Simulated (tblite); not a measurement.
# B12H14P12: the cost of one run

Computed with tblite 0.8.0 and PySCF 2.14.0 and routines of our own; the level stands in each step. Atoms count from 0.

## 1. The starting structure

38 atoms, charge 0, multiplicity 1; geometry from: force field, distance geometry or constructed start.

## 2. Geometry optimisation with GFN2-xTB

The job: settings as JSON, then the geometry in Å.

```
{"job": {"kind": "relax", "xc": "GFN2-xTB", "basis": "xTB"}, "charge": 0, "multiplicity": 1}
P      2.792100     2.990000    -0.001600
B      1.173200     3.924400    -0.006900
P     -0.429200     2.989500     0.001000
B     -0.435100     1.136200    -0.006200
P      1.175400     0.200600     0.003400
B      2.783900     1.131300    -0.002600
P      6.008900    -2.586500    -0.003300
B      4.401400    -1.655500     0.001500
P      2.789900    -2.590300    -0.000400
B      2.784400    -4.449000     0.001600
P      4.395900    -5.379400    -0.002100
B      6.006300    -4.450200    -0.000000
P     -2.048600     0.202500     0.005000
B     -2.043000    -1.658800    -0.002700
P     -0.436600    -2.583100     0.000200
B      1.174500    -1.657600     0.006300
B     -2.044800     3.923700     0.000900
P     -3.657100     2.988400    -0.001000
B     -3.656600     1.133600     0.002500
B     -5.264000     3.922700     0.002700
P     -6.879900     2.995600     0.001500
B     -6.878500     1.133300    -0.000200
P     -5.263400     0.206400     0.006600
P      4.393800     0.197500    -0.001500
H      4.000200     3.694400     0.000900
H      1.170300     5.090900     0.002500
H      7.222000    -1.885900    -0.000700
H      1.773400    -5.032600     0.001200
H      4.398600    -6.777800    -0.002000
H      7.023200    -5.032800     0.003400
H     -3.054800    -2.242600    -0.001100
H     -0.436300    -3.986900     0.000200
H     -2.046200     5.091900    -0.001900
H     -5.264700     5.090500     0.003700
H     -8.088800     3.693600    -0.003300
H     -7.890400     0.549000    -0.002900
H     -5.267600    -1.198100    -0.004100
H      5.611400     0.904300    -0.002600
```

Launch:

```bash
$ OMP_NUM_THREADS=2 python large_run.py task.json out
```

One launch serves the whole session: the jobs run in the order shown.

**Question.** How long does this first job take on 2 threads of Arm Neoverse N1, shared host, and how much memory does it need?

About 12 s, with a peak of 0.16 GiB.
